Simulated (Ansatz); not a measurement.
# CH3AlFNO: the cost of one run

Program: Ansatz 0.2.0, Gaussian basis. Level of theory: the settings change from run to run. These are calculated values, not measurements.

### Step 1. The molecule

An earlier PBE0-D4 in a triple-zeta def2 set relaxation fixed the geometry.

8 atoms, charge 0, spin multiplicity 1.

Atoms are counted from 1 here; the program's logs count them from 0.

Bond lengths: N1–C2 1.327 Å, N1–H6 1.008 Å, N1–H7 1.005 Å, C2–O3 1.227 Å, C2–H8 1.100 Å, O3–Al4 2.172 Å, Al4–F5 1.680 Å. Angles: C2–N1–H6 119.6°, C2–N1–H7 121.1°, H6–N1–H7 119.3°, N1–C2–O3 123.4°, N1–C2–H8 115.2°, O3–C2–H8 121.4°, C2–O3–Al4 118.9°, O3–Al4–F5 89.9°.

### Step 2. MP2/aug-cc-pVTZ

Set apart from the defaults: multiplicity 3, atoms shaken by 0.03 Å, density fitting with def2-universal-jkfit, correlated electrons set to all, high accuracy.

The input, in.yaml:

```yaml
crystal:
  periodic: [false, false, false]
  atoms:
    - {symbol: N, position_ang: [0.833072, -0.578076, 1.280053]}
    - {symbol: C, position_ang: [-0.074044, -0.166694, 0.407359]}
    - {symbol: O, position_ang: [0.108455, 0.290221, -0.688673]}
    - {symbol: Al, position_ang: [-1.549014, 0.757845, -1.964472]}
    - {symbol: F, position_ang: [-0.502090, 1.315232, -3.202808]}
    - {symbol: H, position_ang: [1.756929, -0.457497, 1.050461]}
    - {symbol: H, position_ang: [0.626147, -0.869304, 2.211953]}
    - {symbol: H, position_ang: [-1.083384, -0.329595, 0.746208]}
basis:
  gaussian: {orbitals: aug-cc-pVTZ, fitting: {mean_field: def2-universal-jkfit}}
magnetization: {spin_polarized: true, initial_magnetization: 2}
hamiltonian: {xc: {name: HF}}
correlation: {method: mp2, electrons: all}
accuracy: high
```

The run is started by

```
$ ansatz run in.yaml --threads 2 --pin off --events-out ev --progress --plain --max-ram 4352MiB
```

What time and memory should one allow on 2 threads of Arm Neoverse V2, shared host?

About 31 s, with a peak of 0.44 GiB.
